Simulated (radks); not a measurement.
# The Coulomb parameter U of the 5d shell of Ir

An exercise on one series of results from a longer session: the logs are not shown, and one member is left open.

The numbers are computed with radks (a radial shooting solver on a logarithmic mesh, Libxc functionals) version 1 (scalar-relativistic Kohn-Sham, PBEsol, spin-unpolarised, spherical densities, finite nucleus), except any that are marked as measured or tabulated.

### The system

```
element            : iridium (Z = 77)
charge             : 0
electrons          : 77
configuration      : [Xe] 4f14 5d8 6s1
nuclear rms radius : 5.4032 fm
```

The outer shells:

Ir
```
[Xe] core
4f [↑↓][↑↓][↑↓][↑↓][↑↓][↑↓][↑↓]
5d [↑↓][↑↓][↑↓][↑ ][↑ ]
6s [↑ ]
```

Set-up of the first run:

The run's settings:

```text
Z 77
configuration [Xe] 4f14 5d8 6s1
relativity scalar-relativistic
functional pbe_sol,pbe_sol
spin unpolarised
nucleus finite rms 5.4032 fm
c 137.035999084
```

Among the steps run: Start: [Xe] 4f14 5d8 6s1.

One of the session's tables, all rows but one given; the rest of the session is left out.

From the orbitals of this run (lengths in bohr):

```
level     <r>  outermost maximum (interpolated)  90 % within  nodes
   4s  0.4235                             0.397        0.607      3
   4p  0.4507                             0.418        0.654      2
   4d  0.4785                             0.426        0.715      1
   5s       ?                                 ?            ?      ?
   4f  0.5355                             0.395        0.869      0
   5p   1.138                              1.00         1.66      3
   6s   2.985                              2.45         4.49      5
   5d   1.790                              1.32         2.87      2
```

**Question.** Estimate the row for 5s.

As computed: <r>: 0.9792; outermost maximum (interpolated): 0.891; 90 % within: 1.40; nodes: 4. In the column «<r>» it lies between 4f (0.5355) and 5p (1.138).
